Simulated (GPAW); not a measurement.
Ba2Tl5V3O12:

```
CELL_PARAMETERS angstrom
8.15421 0.00000 0.00000
-4.07711 7.06176 0.00000
0.00000 0.00000 6.92128
ATOMIC_POSITIONS crystal
Ba 0.00000 0.00000 0.23552
Ba 0.00000 0.00000 0.76448
V 0.50000 0.00000 0.00000
V 0.00000 0.50000 0.00000
V 0.50000 0.50000 0.00000
Tl 0.50000 0.00000 0.50000
Tl 0.00000 0.50000 0.50000
Tl 0.50000 0.50000 0.50000
Tl 0.33333 0.66667 0.22489
Tl 0.66667 0.33333 0.77511
O 0.33890 0.34334 0.81444
O 0.65666 0.99556 0.81444
O 0.00444 0.66110 0.81444
O 0.34334 0.33890 0.18556
O 0.99556 0.65666 0.18556
O 0.66110 0.00444 0.18556
O 0.66110 0.65666 0.18556
O 0.34334 0.00444 0.18556
O 0.99556 0.33890 0.18556
O 0.65666 0.66110 0.81444
O 0.00444 0.34334 0.81444
O 0.33890 0.99556 0.81444
```

The cell was built by a generator and needn't be a form met in nature.

Base run:

| Item | Value |
| --- | --- |
| Program | GPAW 26.7.0 |
| Functional | PBE |
| Potentials or basis | GPAW PAW data sets (gpaw-data 1.2.1) |
| Cutoff | 800 eV |
| Basis | pw |
| k mesh | 3 × 3 × 3 |
| Occupations | fermi-dirac, width 0.05 eV |
| Spin | collinear spin, ferromagnetic start |
| Starting moments | [0.0, 0.0, 2.0, 2.0, 2.0, 0.0, 0.0, 0.0, 0.0, 0.0, 0.0, 0.0, 0.0, 0.0, 0.0, 0.0, 0.0, 0.0, 0.0, 0.0, 0.0, 0.0] μB |
| Hubbard terms | V d U = 2 eV |

Its results: pressure 1.0 GPa; net moment 0.00 μB per cell; largest force 0.321 eV/Å.

Task: The run is repeated on the same cell with these changes: hubbard terms from V d U = 2 eV to V d U = 3 eV. What comes out?

Result: Pressure 2.3 GPa; net moment 1.35 μB per cell; site moments Ba +0.00; V +0.72; Tl -0.01, -0.03; O -0.06 μB; largest force 0.888 eV/Å.
